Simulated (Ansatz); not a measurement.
# Be3Se2O: the cost of one run

Computed with Ansatz 0.2.0 (DFT PBE, scalar-relativistic, plane waves, PAW, unless a step's input says otherwise).

## Step 1: The structure to begin with

It takes space group P6/mmm (No. 191, hexagonal). Conventional cell: a = 4.369 Å, b = 4.369 Å, c = 6.011 Å, α = 90.00°, β = 90.00°, γ = 120.00°. Be (site symmetry mmm) has 4 Be at 2.18 Å and 4 Se at 2.53 Å as nearest neighbours. Se (site symmetry 6mm) is surrounded by 1 O at 1.72 Å. O (site symmetry 6/mmm) has 2 Se at 1.72 Å as nearest neighbours.

Structure file:

```xyz
6
Lattice="4.3695 0.0000 0.0000 -2.1847 3.7841 0.0000 0.0000 0.0000 6.0106" Properties=species:S:1:pos:R:3 pbc="T T T"
Be    2.1847    0.0000    3.0053
Be   -1.0924    1.8920    3.0053
Be    1.0924    1.8920    3.0053
Se    0.0000    0.0000    1.7197
Se    0.0000    0.0000    4.2909
O     0.0000    0.0000    0.0000
```

A structure generator made this guess: random cell by space group and Wyckoff sites (P6/mmm, No. 191). Lengths come from tabulated atomic sizes and are only a guess.

## Step 2: The guess as it stands, on a coarse mesh

File input.yaml:

```yaml
crystal:
  lattice:
    - [4.36945562, 0.0, 0.0]
    - [-2.18472781, 3.78405956, 0.0]
    - [0.0, 0.0, 6.01063003]
  atoms:
    - { symbol: Be, position: [0.5, 0.0, 0.5] }
    - { symbol: Be, position: [0.0, 0.5, 0.5] }
    - { symbol: Be, position: [0.5, 0.5, 0.5] }
    - { symbol: Se, position: [0.0, 0.0, 0.28611354] }
    - { symbol: Se, position: [0.0, 0.0, 0.71388646] }
    - { symbol: O, position: [0.0, 0.0, 0.0] }
basis:
  ecutwfc: 420
kpoints:
  mp_grid: { grid: [6, 6, 4] }
hamiltonian:
  xc: pbe
scf:
  occupations: { method: gaussian, width: 0.1 }
  lower_state_search: "off"
output:
  forces: true
  stress: true
  eigenvalues: true
```

On the command line:

```bash
$ ansatz run input.yaml --threads 1 --pin off --max-ram 2560MiB --backend cpu --events-out ev --progress --plain --runs-dir out
```

**Question.** How long does this run take on 1 thread of Intel Xeon at 2.70GHz, shared host, and how much memory does it need?

About 3.3 s, with a peak of 0.4 GiB.
